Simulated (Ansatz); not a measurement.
H₆NPSi₂, SMILES [SiH3]N1[SiH2]P1, a geometry optimisation

Computed with Ansatz 0.2.0, Python API.

The cells in order, each with its output:

In [1]:
```python
import ansatz as az
import numpy as np
```

In [2]:
```python
mol = (
    az.Crystal.molecule()
    .atom("Si", (-0.8327, 1.0113, -0.5477))
    .atom("N", (0.44, 0.2374, 0.0824))
    .atom("Si", (-0.063, -0.8602, 1.1607))
    .atom("P", (1.4891, -0.502, -0.9758))
    .atom("H", (-1.801, 0.1218, -1.2821))
    .atom("H", (-1.6325, 1.7128, 0.5497))
    .atom("H", (-0.406, 2.1322, -1.4749))
    .atom("H", (-0.7966, -1.9604, 0.6133))
    .atom("H", (1.0863, -1.3559, 2.0515))
    .atom("H", (2.5996, -0.5883, -0.174))
)
```

In [3]:
```python
base = mol.calculation().basis(gaussian="6-31G*").functional("pbe0")
symbols = [site.symbol for site in mol.cartesian_sites]
start = np.array([site.position_ang for site in mol.cartesian_sites], dtype=float)
def progress(event):
    if event["event"] == "relax_step":
        row = event["data"]
        print(f"step {row['step']:3d}  E = {row['lagrangian_ev']:.6f} eV  max force {row['allowed_force_max_ev_ang']:.4f} eV/A")
```

In [4]:
```python
r = base.relax(force_tolerance=0.005).session().plan().execute(on_event=progress).report
end = np.array(r["positions_ang"])
```
```text
step   1  E = -26615.522673 eV  max force 3.9760 eV/A
step   2  E = -26616.557888 eV  max force 2.2975 eV/A
step   3  E = -26617.269289 eV  max force 1.3919 eV/A
step   4  E = -26617.635058 eV  max force 1.2206 eV/A
step   5  E = -26617.780920 eV  max force 2.2854 eV/A
step   6  E = -26617.977186 eV  max force 0.7238 eV/A
step   7  E = -26618.061558 eV  max force 0.2638 eV/A
step   8  E = -26618.049829 eV  max force 0.4538 eV/A
step   9  E = -26618.082640 eV  max force 0.1195 eV/A
step  10  E = -26618.095171 eV  max force 0.0378 eV/A
step  11  E = -26618.099305 eV  max force 0.1192 eV/A
step  12  E = -26618.098855 eV  max force 0.2623 eV/A
step  13  E = -26618.104759 eV  max force 0.0734 eV/A
step  14  E = -26618.104912 eV  max force 0.0778 eV/A
step  15  E = -26618.108198 eV  max force 0.1221 eV/A
step  16  E = -26618.110084 eV  max force 0.1084 eV/A
step  17  E = -26618.110987 eV  max force 0.0538 eV/A
step  18  E = -26618.112157 eV  max force 0.0487 eV/A
step  19  E = -26618.112821 eV  max force 0.0674 eV/A
step  20  E = -26618.113241 eV  max force 0.0419 eV/A
step  21  E = -26618.113458 eV  max force 0.0274 eV/A
step  22  E = -26618.113682 eV  max force 0.0136 eV/A
step  23  E = -26618.113761 eV  max force 0.0199 eV/A
step  24  E = -26618.113802 eV  max force 0.0179 eV/A
step  25  E = -26618.113831 eV  max force 0.0134 eV/A
step  26  E = -26618.113844 eV  max force 0.0075 eV/A
step  27  E = -26618.113853 eV  max force 0.0043 eV/A
```

In [5]:
```python
print(f"E = {r['free_energy_ev']:.6f} eV = {r['free_energy_ev'] / 27.211386246:.7f} Ha")
print("converged:", r["converged"], " doubts:", r["published_state_doubts"] or "none")

print("bond        before    after (A)")
for i, j in [(0, 1), (0, 2), (0, 4), (0, 5), (0, 6), (1, 2), (1, 3), (2, 7), (2, 8), (3, 9)]:
    d0, d1 = (np.linalg.norm(xyz[i] - xyz[j]) for xyz in (start, end))
    print(f"{symbols[i]}{i}-{symbols[j]}{j}".ljust(10), f"{d0:8.4f} {d1:8.4f}")
for i, j, k in [(1, 0, 2), (1, 0, 4), (1, 0, 5), (1, 0, 6), (2, 0, 4), (2, 0, 5), (2, 0, 6), (4, 0, 5)]:
    u, v = end[i] - end[j], end[k] - end[j]
    print(f"angle {symbols[i]}{i}-{symbols[j]}{j}-{symbols[k]}{k}: {np.degrees(np.arccos(np.clip(u @ v / np.linalg.norm(u) / np.linalg.norm(v), -1, 1))):.2f} deg")
with open("h6npsi2_opt.xyz", "w") as handle:
    handle.write(f"{len(symbols)}\nrelaxed H6NPSi2\n")
    handle.writelines(f"{s:2s} {x:11.6f} {y:11.6f} {z:11.6f}\n" for s, (x, y, z) in zip(symbols, end))
```
```text
E = -26618.113884 eV = -978.1976428 Ha
converged: True  doubts: none
bond        before    after (A)
Si0-N1       1.6173   1.7263
Si0-Si2      2.6483   3.3282
Si0-H4       1.5060   1.4900
Si0-H5       1.5284   1.4895
Si0-H6       1.5160   1.4931
N1-Si2       1.6188   1.7155
N1-P3        1.6635   1.8013
Si2-H7       1.4312   1.4832
Si2-H8       1.5363   1.4854
P3-H9        1.3724   1.4389
angle N1-Si0-Si2: 14.72 deg
angle N1-Si0-H4: 110.26 deg
angle N1-Si0-H5: 108.15 deg
angle N1-Si0-H6: 112.24 deg
angle Si2-Si0-H4: 121.50 deg
angle Si2-Si0-H5: 94.41 deg
angle Si2-Si0-H6: 113.54 deg
angle H4-Si0-H5: 109.92 deg
```

`h6npsi2_opt.xyz`, as written:
```text
10
relaxed H6NPSi2
Si   -0.938084    1.209813   -0.649085
N    -0.046774   -0.180925   -0.147402
Si    0.424181   -1.292039    1.071850
P     1.235481   -1.145777   -0.965764
H    -1.486624    1.004403   -2.019168
H    -2.051910    1.420469    0.317109
H    -0.093915    2.440962   -0.680811
H    -0.524083   -2.371659    1.439394
H     1.178612   -0.775890    2.242635
H     2.386316   -0.360658   -0.605659
```

Total energies depend on the basis set; only differences at equal settings carry meaning. The end point is the stationary point reached from this start; no frequency run checks that it is a minimum, and the basis set is modest. The bonding changed during the relaxation, so the end is another isomer than the start names. Timing: 2 min on 1 thread of Arm Neoverse V2, on a shared host, peak memory 0.25 GiB.

(Lines on the test bed's own set-up are left out of the output.)
